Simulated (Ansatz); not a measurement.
**Lanthanum, simple cubic under LDA: ground state and equation of state**

The plan for lanthanum in the simple cubic structure: relax it, solve it on a dense k-mesh, switch on spin-orbit coupling, then scale the cell to 7 volumes from 88 to 112 % of the relaxed one and try a fit of the equation of state. The k-meshes are 9×9×9 for the relaxation; 16×16×16 for the dense run; 10×10×10 for spin-orbit coupling; 11×11×11 for the volumes.

Computed with Ansatz 0.2.0 (DFT LDA (PW92), plane waves (420 eV) with PAW, scalar-relativistic; the PAW data stem from PBE, with regenerated cores, unless a step says otherwise).

## (1) Starting point

It takes space group Pm-3m (No. 221, cubic). Conventional cell: a = 3.432 Å, b = 3.432 Å, c = 3.432 Å, α = 90.00°, β = 90.00°, γ = 90.00°. La (site symmetry m-3m) has 6 La at 3.43 Å as nearest neighbours.

As a file:

```cif
data_structure
_symmetry_space_group_name_H-M 'P 1'
_symmetry_Int_Tables_number 1
_cell_length_a 3.4316
_cell_length_b 3.4316
_cell_length_c 3.4316
_cell_angle_alpha 90.000
_cell_angle_beta 90.000
_cell_angle_gamma 90.000
_cell_volume 40.41
loop_
_atom_site_label
_atom_site_type_symbol
_atom_site_fract_x
_atom_site_fract_y
_atom_site_fract_z
_atom_site_occupancy
La1 La 0.00000 0.00000 0.00000 1
```

## (2) Geometry optimisation

input.yaml reads:

```yaml
crystal:
  lattice:
    - [3.4315615435, 0.0, 0.0]
    - [0.0, 3.4315615435, 0.0]
    - [0.0, 0.0, 3.4315615435]
  atoms:
    - { symbol: La, position: [0.0, 0.0, 0.0] }
hamiltonian:
  xc: lda
  pseudopotentials:
    kind: paw
    azcp:
      La: "pseudopotentials/La.paw.azcp"
basis:
  ecutwfc: 420
  fft_grid_basis: typed
kpoints:
  mp_grid: { grid: [9, 9, 9], shift: [0, 0, 0] }
magnetization:
  spin_polarized: false
scf:
  occupations: { method: fermi_dirac, width: 0.1 }
relax:
  max_steps: 60
  f_tol: 0.01
  cell: {}
```

The runs that follow: Single point on a dense mesh; Spin-orbit coupling switched on; Equation of state: 88 %; Equation of state: 92 %; Equation of state: 96 %; Equation of state: 100 %; Equation of state: 104 %; Equation of state: 108 %; Equation of state: 112 %.

Q: Predict the outcome of this session. Wanted: space group; conventional cell; volume; shortest distance; gap on the mesh; relative to dhcp; highest ELF outside the cores; V₀, B₀, B₀′.

**Answer**, as computed:

| quantity | value |
| --- | --- |
| space group (spins left aside) | Pm-3m (No. 221) |
| conventional cell | a = 3.167 Å |
| volume | 31.761 Å³/atom |
| shortest distance | 3.167 Å |
| gap on the mesh | none (levels filled in part) |
| relative to dhcp | +448 meV/atom |
| highest ELF outside the cores | 0.59, 2.74 Å from the nearest atom |
| V₀, B₀, B₀′ | 31.452 Å³/atom, 30 GPa, 3.8 |

What this shows: From the guessed start the volume shrank by 21.4 % in 6 steps. It lies 448 meV/atom above the element's reference form at the same level (dhcp, from a run of its own), so it is far from stable. Levels at the Fermi energy are filled in part, as in a metal. Totals with and without spin-orbit coupling (-5.1 eV/atom apart) can't be read as binding, since the two-component data shift the zero of energy. The fitted modulus is 30 GPa. The symmetry was held, so the structure may be unstable against distortions that break it.
